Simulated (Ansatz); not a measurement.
# C₂H₅F₂InO: a spread of methods and bases

How do the results and run time of C₂H₅F₂InO respond when the settings are drawn wide?

Program: Ansatz 0.2.0, Gaussian basis. Level of theory: the settings change from run to run. These are calculated values, not measurements.

**1. The molecule**

The geometry comes from an earlier relaxation with PBE0-D4 in a triple-zeta def2 set; it is a stationary point, not always the lowest conformer. In takes a core potential in def2 sets; no spin-orbit term is included.

11 atoms, charge 0, spin multiplicity 1.

Atoms are counted from 1 here; the program's logs count them from 0.

Bond lengths: C1–C2 1.511 Å, C1–H7 1.093 Å, C1–H8 1.097 Å, C1–H9 1.093 Å, C2–O3 1.416 Å, C2–H10 1.096 Å, C2–H11 1.098 Å, O3–In4 1.956 Å, In4–F5 1.939 Å, In4–F6 1.926 Å. Angles: C2–C1–H7 111.0°, C2–C1–H8 111.0°, C2–C1–H9 110.6°, H7–C1–H8 107.0°, H7–C1–H9 108.1°, H8–C1–H9 109.0°, C1–C2–O3 113.3°, C1–C2–H10 109.9°, C1–C2–H11 110.0°, O3–C2–H10 105.5°, O3–C2–H11 110.6°, H10–C2–H11 107.2°, C2–O3–In4 120.7°, O3–In4–F5 123.9°, O3–In4–F6 122.3°, F5–In4–F6 113.8°.

As a file:

```
C    -0.11729   -1.20694    0.58727
C     1.07986   -0.34551    0.25754
O     0.78679    1.04009    0.24183
In   -0.74346    1.72554   -0.76553
F    -1.79334    0.65724   -1.99619
F    -1.31038    3.56241   -0.65178
H     0.16292   -2.26202    0.64312
H    -0.88868   -1.12112   -0.18859
H    -0.54642   -0.91775    1.54993
H     1.85427   -0.47329    1.02234
H     1.51574   -0.65864   -0.69994
```

**2. SPW92/ANO-RCC-VTZP**

Set apart from the defaults: charge +1, multiplicity 2, a grid of angular degree 23, high accuracy, the search for lower states set to full.

File in.yaml:

```yaml
crystal:
  periodic: [false, false, false]
  atoms:
    - {symbol: C, position_ang: [-0.117290, -1.206939, 0.587265]}
    - {symbol: C, position_ang: [1.079859, -0.345511, 0.257537]}
    - {symbol: O, position_ang: [0.786794, 1.040089, 0.241833]}
    - {symbol: In, position_ang: [-0.743464, 1.725542, -0.765526]}
    - {symbol: F, position_ang: [-1.793342, 0.657235, -1.996186]}
    - {symbol: F, position_ang: [-1.310384, 3.562408, -0.651776]}
    - {symbol: H, position_ang: [0.162922, -2.262023, 0.643120]}
    - {symbol: H, position_ang: [-0.888682, -1.121124, -0.188593]}
    - {symbol: H, position_ang: [-0.546424, -0.917752, 1.549931]}
    - {symbol: H, position_ang: [1.854266, -0.473286, 1.022336]}
    - {symbol: H, position_ang: [1.515745, -0.658641, -0.699942]}
basis:
  gaussian: {orbitals: ANO-RCC-VTZP, final_grid: {core_spheres: 8, valence_spheres: 7, degree: 23}}
total_charge: 1
magnetization: {spin_polarized: true, initial_magnetization: 1}
hamiltonian: {xc: {name: SPW92}}
accuracy: high
scf: {lower_state_search: full}
output: {forces: true}
```

The run is started by

```
ansatz run in.yaml --threads 4 --pin off --events-out ev --progress --plain --max-ram 11315MiB
```

The program printed, cut to the lines that bear on the results:

```text
Functional definition: SPW92
  name "SPW92"
  cite "Dirac, Proc. Camb. Phil. Soc. 26, 376 (1930) doi:10.1017/S0305004100016108"
  cite "Slater, Phys. Rev. 81, 385 (1951) doi:10.1103/PhysRev.81.385"
  cite "Perdew & Wang, Phys. Rev. B 45, 13244 (1992) doi:10.1103/PhysRevB.45.13244"
[...]
5559 factors; integrals over basis functions are off by at most 5.0e-9 eV
[...]
mean field -169438.14349480 eV, -6226.7369241351 hartree, gradient 2.3e-8 eV, S^2 0.752106; 13 other end points of the search recorded, 0 dependent functions left out
[...]
reference -169438.14350908 eV, -6226.7369246600 hartree; 46, 45 occupied and 242, 243 virtual orbitals, 5559 factors
Total energy: -169438.14350908 eV, -6226.7369246600 hartree
Relativity: scalar
Atom 0 at    -0.117290    -1.206939     0.587265 Å, force     0.873678     0.382156    -0.688949 eV/Å
Atom 1 at     1.079859    -0.345511     0.257537 Å, force    -2.646327     1.321115     1.918132 eV/Å
Atom 2 at     0.786794     1.040089     0.241833 Å, force     1.652165    -2.164722    -0.024072 eV/Å
Atom 3 at    -0.743464     1.725542    -0.765526 Å, force    -1.997254     1.140416    -1.041698 eV/Å
Atom 4 at    -1.793342     0.657235    -1.996186 Å, force     0.620229     0.143849     0.584476 eV/Å
Atom 5 at    -1.310384     3.562408    -0.651776 Å, force     0.364301    -0.709944     0.057326 eV/Å
Atom 6 at     0.162922    -2.262023     0.643120 Å, force     0.124040    -0.262685    -0.126701 eV/Å
Atom 7 at    -0.888682    -1.121124    -0.188593 Å, force    -0.522772    -0.083170    -0.282478 eV/Å
Atom 8 at    -0.546424    -0.917752     1.549931 Å, force    -0.129018     0.270841     0.325550 eV/Å
Atom 9 at     1.854266    -0.473286     1.022336 Å, force     0.972374     0.055226     0.094264 eV/Å
Atom 10 at     1.515745    -0.658641    -0.699942 Å, force     0.688585    -0.093081    -0.815849 eV/Å
Dipole moment:     1.008855    -1.265559     0.679223 e Å
```

It took 4.3 min on 4 threads of Arm Neoverse V2, shared host; peak memory 3.7 GiB.

Largest force 3.525 eV/Å, ⟨S²⟩ 0.752.

**3. LC-wPBE/def2-TZVPP**

Options: unrestricted orbitals.

Edit in.yaml of step 2 so:

```diff
@@ -15,8 +15,5 @@
 basis:
-  gaussian: {orbitals: ANO-RCC-VTZP, final_grid: {core_spheres: 8, valence_spheres: 7, degree: 23}}
-total_charge: 1
-magnetization: {spin_polarized: true, initial_magnetization: 1}
-hamiltonian: {xc: {name: SPW92}}
-accuracy: high
-scf: {lower_state_search: full}
+  gaussian: {orbitals: def2-TZVPP}
+magnetization: {spin_polarized: true, initial_magnetization: 0}
+hamiltonian: {xc: {name: LC-wPBE}}
 output: {forces: true}
```

The command is unchanged.

The program printed, cut to the lines that bear on the results:

```text
Functional definition: LC-wPBE
  name "LC-wPBE"
  cite "Vydrov & Scuseria, J. Chem. Phys. 125, 234109 (2006) doi:10.1063/1.2409292"
  cite "Heyd & Scuseria, J. Chem. Phys. 120, 7274 (2004) doi:10.1063/1.1668634"
  cite "Ernzerhof & Perdew, J. Chem. Phys. 109, 3313 (1998) doi:10.1063/1.476928"
  cite "Perdew, Burke & Ernzerhof, Phys. Rev. Lett. 77, 3865 (1996) doi:10.1103/PhysRevLett.77.3865"
  parent pbe
[...]
1506 factors; their error is unknown
482 factors; integrals over basis functions are off by at most 1.5e-5 eV
[...]
mean field -14811.60822497 eV, -544.3165625990 hartree, gradient 7.2e-5 eV, S^2 0.000000; 0 other end points of the search recorded, 0 dependent functions left out
[...]
reference -14811.60822498 eV, -544.3165625994 hartree; 32, 32 occupied and 243, 243 virtual orbitals, 1506 factors
Total energy: -14811.60822498 eV, -544.3165625994 hartree
[...]
Atom 1 at     1.079859    -0.345511     0.257537 Å, force     0.152223    -0.030302     0.071786 eV/Å
Atom 2 at     0.786794     1.040089     0.241833 Å, force    -0.358963     0.094526    -0.238372 eV/Å
Atom 3 at    -0.743464     1.725542    -0.765526 Å, force     0.159623    -0.075823     0.090128 eV/Å
Atom 4 at    -1.793342     0.657235    -1.996186 Å, force     0.100419     0.103524     0.115900 eV/Å
Atom 5 at    -1.310384     3.562408    -0.651776 Å, force     0.047232    -0.153607    -0.007527 eV/Å
Atom 6 at     0.162922    -2.262023     0.643120 Å, force    -0.012303     0.094714    -0.006236 eV/Å
Atom 7 at    -0.888682    -1.121124    -0.188593 Å, force     0.057031    -0.010961     0.066239 eV/Å
Atom 8 at    -0.546424    -0.917752     1.549931 Å, force     0.037209    -0.016766    -0.067051 eV/Å
Atom 9 at     1.854266    -0.473286     1.022336 Å, force    -0.066438    -0.024525    -0.084361 eV/Å
Atom 10 at     1.515745    -0.658641    -0.699942 Å, force    -0.037783     0.039192     0.068710 eV/Å
Dipole moment:     0.312062    -0.468158     0.216668 e Å
```

It took 6.5 s on 4 threads of Arm Neoverse V2, shared host; peak memory 0.71 GiB.

Largest force 0.441 eV/Å, dipole 2.90 D, ⟨S²⟩ 0.000.

**4. SPW92/def2-TZVPP**

Edit in.yaml of step 3 so:

```diff
@@ -16,4 +16,3 @@
   gaussian: {orbitals: def2-TZVPP}
-magnetization: {spin_polarized: true, initial_magnetization: 0}
-hamiltonian: {xc: {name: LC-wPBE}}
+hamiltonian: {xc: {name: SPW92}}
 output: {forces: true}
```

The command is unchanged.

The program printed, cut to the lines that bear on the results:

```text
Functional definition: SPW92
  name "SPW92"
  cite "Dirac, Proc. Camb. Phil. Soc. 26, 376 (1930) doi:10.1017/S0305004100016108"
  cite "Slater, Phys. Rev. 81, 385 (1951) doi:10.1103/PhysRev.81.385"
  cite "Perdew & Wang, Phys. Rev. B 45, 13244 (1992) doi:10.1103/PhysRevB.45.13244"
[...]
1506 factors; their error is unknown
[...]
mean field -14738.09501820 eV, -541.6150020792 hartree, gradient 3.8e-5 eV, S^2 0.000000; 0 other end points of the search recorded, 0 dependent functions left out
[...]
reference -14738.09508640 eV, -541.6150045854 hartree; 32, 32 occupied and 243, 243 virtual orbitals, 1506 factors
Total energy: -14738.09508640 eV, -541.6150045854 hartree
Atom 0 at    -0.117290    -1.206939     0.587265 Å, force     0.466425     0.357751    -0.078257 eV/Å
Atom 1 at     1.079859    -0.345511     0.257537 Å, force    -0.716178     0.089956    -0.049639 eV/Å
Atom 2 at     0.786794     1.040089     0.241833 Å, force     0.056266    -0.089314     0.061993 eV/Å
Atom 3 at    -0.743464     1.725542    -0.765526 Å, force     0.013823    -0.060265     0.040155 eV/Å
Atom 4 at    -1.793342     0.657235    -1.996186 Å, force     0.038387     0.020793     0.063223 eV/Å
Atom 5 at    -1.310384     3.562408    -0.651776 Å, force     0.035985    -0.134840    -0.018089 eV/Å
Atom 6 at     0.162922    -2.262023     0.643120 Å, force     0.065892    -0.286059     0.011879 eV/Å
Atom 7 at    -0.888682    -1.121124    -0.188593 Å, force    -0.204255     0.083158    -0.267863 eV/Å
Atom 8 at    -0.546424    -0.917752     1.549931 Å, force    -0.097551     0.086590     0.245482 eV/Å
Atom 9 at     1.854266    -0.473286     1.022336 Å, force     0.218517     0.020584     0.243538 eV/Å
Atom 10 at     1.515745    -0.658641    -0.699942 Å, force     0.122689    -0.088354    -0.252423 eV/Å
Dipole moment:     0.359273    -0.506041     0.252621 e Å
```

Wall time 1.9 s (4 threads of Arm Neoverse V2, shared host); peak memory 0.37 GiB.

Largest force 0.724 eV/Å, dipole 3.22 D.

**5. revPBE/def2-SVPD**

Options: finite nuclei, D3(BJ) dispersion, high accuracy.

Edit in.yaml of step 4 so:

```diff
@@ -15,4 +15,4 @@
 basis:
-  gaussian: {orbitals: def2-TZVPP}
-hamiltonian: {xc: {name: SPW92}}
-output: {forces: true}
+  gaussian: {orbitals: def2-SVPD, nuclear_model: gaussian}
+hamiltonian: {xc: {name: revPBE}, dispersion: d3bj}
+accuracy: high
```

Same command.

The program printed:

```text
Functional definition: revPBE
  name "revPBE"
  cite "Zhang & Yang, Phys. Rev. Lett. 80, 890 (1998) doi:10.1103/PhysRevLett.80.890"
  cite "Perdew, Burke & Ernzerhof, Phys. Rev. Lett. 77, 3865 (1996) doi:10.1103/PhysRevLett.77.3865"
  parameter kappa = 1.245
  parameter beta = 0.06672455060314922
  exchange = pbe_x(kappa = kappa, mu = beta*pi^2/3)
  correlation = pbe_c(beta = beta)
3798 factors; integrals over basis functions are off by at most 3.0e-9 eV
mean field evaluation 1: about -14786.5303 eV, gradient 9.0e1 eV
mean field evaluation 2: about -14668.7732 eV, gradient 2.3e2 eV
mean field evaluation 4: about -14802.3767 eV, gradient 2.2e1 eV
mean field evaluation 8: about -14803.1451 eV, gradient 4.9e-1 eV
mean field evaluation 16: about -14803.1467 eV, gradient 2.7e-4 eV
mean field -14803.14668820 eV, -544.0056068583 hartree, gradient 3.7e-8 eV, S^2 0.000000; 0 other end points of the search recorded, 0 dependent functions left out
reference -14803.14669513 eV, -544.0056071129 hartree; 32, 32 occupied and 149, 149 virtual orbitals, 3798 factors
Total energy: -14803.65435543 eV, -544.0242632847 hartree
```

It took 8 s on 4 threads of Arm Neoverse V2, shared host; peak memory 0.94 GiB.

**6. r2SCAN/def2-TZVPP**

Set apart from the defaults: coordinates scaled by 1.25, D3(BJ) dispersion.

File in.yaml:

```yaml
crystal:
  periodic: [false, false, false]
  atoms:
    - {symbol: C, position_ang: [-0.146612, -1.508674, 0.734082]}
    - {symbol: C, position_ang: [1.349824, -0.431889, 0.321922]}
    - {symbol: O, position_ang: [0.983492, 1.300112, 0.302292]}
    - {symbol: In, position_ang: [-0.929330, 2.156928, -0.956908]}
    - {symbol: F, position_ang: [-2.241677, 0.821544, -2.495232]}
    - {symbol: F, position_ang: [-1.637980, 4.453011, -0.814720]}
    - {symbol: H, position_ang: [0.203653, -2.827529, 0.803900]}
    - {symbol: H, position_ang: [-1.110853, -1.401404, -0.235741]}
    - {symbol: H, position_ang: [-0.683030, -1.147190, 1.937414]}
    - {symbol: H, position_ang: [2.317833, -0.591607, 1.277920]}
    - {symbol: H, position_ang: [1.894681, -0.823301, -0.874927]}
basis:
  gaussian: {orbitals: def2-TZVPP}
hamiltonian: {xc: {name: r2SCAN}, dispersion: d3bj}
```

The command is unchanged.

The program printed, cut to the lines that bear on the results:

```text
Warning: the engine holds no damping parameters fitted to this dispersion correction and functional, so the run takes those fitted to r2scan beside the three-body term, which d3bj leaves out (hamiltonian.dispersion, under Limitations)
Functional definition: r2SCAN
  name "r2SCAN"
  cite "Furness, Kaplan, Ning, Perdew & Sun, J. Phys. Chem. Lett. 11, 8208 (2020) doi:10.1021/acs.jpclett.0c02405"
  cite "Furness, Kaplan, Ning, Perdew & Sun, J. Phys. Chem. Lett. 11, 9248 (2020) doi:10.1021/acs.jpclett.0c03077"
  parent r2scan
[...]
1506 factors; their error is unknown
[...]
mean field -14803.67862857 eV, -544.0251553062 hartree, gradient 4.8e-5 eV, S^2 0.000000; 1 other end points of the search recorded, 0 dependent functions left out
reference -14803.67865276 eV, -544.0251561951 hartree; 32, 32 occupied and 243, 243 virtual orbitals, 1506 factors
Total energy: -14803.74018319 eV, -544.0274173967 hartree
```

It took 5.5 s on 4 threads of Arm Neoverse V2, shared host; peak memory 0.37 GiB.

**7. r2SCAN/def2-TZVPP**

This run has charge -1, multiplicity 2, D3(BJ) dispersion.

File in.yaml:

```yaml
crystal:
  periodic: [false, false, false]
  atoms:
    - {symbol: C, position_ang: [-0.117290, -1.206939, 0.587265]}
    - {symbol: C, position_ang: [1.079859, -0.345511, 0.257537]}
    - {symbol: O, position_ang: [0.786794, 1.040089, 0.241833]}
    - {symbol: In, position_ang: [-0.743464, 1.725542, -0.765526]}
    - {symbol: F, position_ang: [-1.793342, 0.657235, -1.996186]}
    - {symbol: F, position_ang: [-1.310384, 3.562408, -0.651776]}
    - {symbol: H, position_ang: [0.162922, -2.262023, 0.643120]}
    - {symbol: H, position_ang: [-0.888682, -1.121124, -0.188593]}
    - {symbol: H, position_ang: [-0.546424, -0.917752, 1.549931]}
    - {symbol: H, position_ang: [1.854266, -0.473286, 1.022336]}
    - {symbol: H, position_ang: [1.515745, -0.658641, -0.699942]}
basis:
  gaussian: {orbitals: def2-TZVPP}
total_charge: -1
magnetization: {spin_polarized: true, initial_magnetization: 1}
hamiltonian: {xc: {name: r2SCAN}, dispersion: d3bj}
```

Launched as before.

The program printed, cut to the lines that bear on the results:

```text
Warning: the engine holds no damping parameters fitted to this dispersion correction and functional, so the run takes those fitted to r2scan beside the three-body term, which d3bj leaves out (hamiltonian.dispersion, under Limitations)
Functional definition: r2SCAN
  name "r2SCAN"
  cite "Furness, Kaplan, Ning, Perdew & Sun, J. Phys. Chem. Lett. 11, 8208 (2020) doi:10.1021/acs.jpclett.0c02405"
  cite "Furness, Kaplan, Ning, Perdew & Sun, J. Phys. Chem. Lett. 11, 9248 (2020) doi:10.1021/acs.jpclett.0c03077"
  parent r2scan
[...]
1506 factors; their error is unknown
[...]
mean field -14814.34492870 eV, -544.4171346062 hartree, gradient 6.6e-5 eV, S^2 0.753348; 3 other end points of the search recorded, 0 dependent functions left out
reference -14814.34496449 eV, -544.4171359212 hartree; 33, 32 occupied and 242, 243 virtual orbitals, 1506 factors
Total energy: -14814.40299714 eV, -544.4192685820 hartree
```

Wall time 14 s (4 threads of Arm Neoverse V2, shared host); peak memory 0.53 GiB.

⟨S²⟩ 0.753.

**8. CAM-B3LYP/def2-mTZVPP**

Options: charge -1, multiplicity 2, density fitting with def2-universal-jkfit, a grid of angular degree 11, D3(BJ) with three-body dispersion, relativity set to scalar, the search for lower states set to light.

Edit in.yaml of step 7 so:

```diff
@@ -15,5 +15,6 @@
 basis:
-  gaussian: {orbitals: def2-TZVPP}
+  gaussian: {orbitals: def2-mTZVPP, fitting: {mean_field: def2-universal-jkfit}, final_grid: {core_spheres: 5, valence_spheres: 4, degree: 11}}
 total_charge: -1
 magnetization: {spin_polarized: true, initial_magnetization: 1}
-hamiltonian: {xc: {name: r2SCAN}, dispersion: d3bj}
+hamiltonian: {xc: {name: CAM-B3LYP}, dispersion: d3bjatm, pseudopotentials: {relativity: scalar}}
+scf: {lower_state_search: light}
```

Same command.

The program printed, cut to the lines that bear on the results:

```text
Functional definition: CAM-B3LYP
  name "CAM-B3LYP"
  cite "Yanai, Tew & Handy, Chem. Phys. Lett. 393, 51 (2004) doi:10.1016/j.cplett.2004.06.011"
  cite "Iikura, Tsuneda, Yanai & Hirao, J. Chem. Phys. 115, 3540 (2001) doi:10.1063/1.1383587"
  cite "Becke, Phys. Rev. A 38, 3098 (1988) doi:10.1103/PhysRevA.38.3098"
  cite "Lee, Yang & Parr, Phys. Rev. B 37, 785 (1988) doi:10.1103/PhysRevB.37.785"
  cite "Vosko, Wilk & Nusair, Can. J. Phys. 58, 1200 (1980) doi:10.1139/p80-159"
[...]
  # Exact exchange under (alpha + beta erf(omega r))/r, Becke's under what is left of 1/r.
[...]
689 factors; integrals over basis functions are off by at most 1.6e0 eV
689 factors; integrals over basis functions are off by at most 1.4e-5 eV
[...]
mean field -14819.43942300 eV, -544.6043538184 hartree, gradient 3.0e-5 eV, S^2 0.752652; 2 other end points of the search recorded, 0 dependent functions left out
reference -14819.43955069 eV, -544.6043585108 hartree; 33, 32 occupied and 138, 139 virtual orbitals, 689 factors
Total energy: -14819.61306927 eV, -544.6107352012 hartree
Relativity: scalar
```

Run time: 4 s. Hardware: 4 threads of Arm Neoverse V2, shared host; peak memory 0.69 GiB.

⟨S²⟩ 0.753.

**9. The runs in one table**

```csv
level,charge,multiplicity,geometry,functions,energy (eV),time
SPW92/ANO-RCC-VTZP,1,2,relaxed,288,-169438.144,4.3 min
LC-wPBE/def2-TZVPP,0,1,relaxed,275,-14811.608,6.5 s
SPW92/def2-TZVPP,0,1,relaxed,275,-14738.095,1.9 s
revPBE/def2-SVPD,0,1,relaxed,181,-14803.654,8 s
r2SCAN/def2-TZVPP,0,1,scaled,275,-14803.740,5.5 s
r2SCAN/def2-TZVPP,-1,2,relaxed,275,-14814.403,14 s
CAM-B3LYP/def2-mTZVPP,-1,2,relaxed,171,-14819.613,4 s
```

**10. Results**

| quantity | value |
| --- | --- |
| runs | 7 |
| quickest | SPW92/def2-TZVPP, 1.9 s |
| slowest | SPW92/ANO-RCC-VTZP, 4.3 min |
| spread of total energies, same state and geometry | 73.5 eV |
| dipole, same state and geometry | 2.90 to 3.22 D |

**Reading.** SPW92/ANO-RCC-VTZP took 133 times as long as SPW92/def2-TZVPP. The jobs differ in tasks and options as well as level. Total energies at one charge and spin differ by 74 eV between levels, so only differences within one level mean anything. At the PBE0-D4/def2-TZVP geometry and in the same state, the sound runs without point charges leave forces up to 0.72 eV/Å (SPW92/def2-TZVPP).
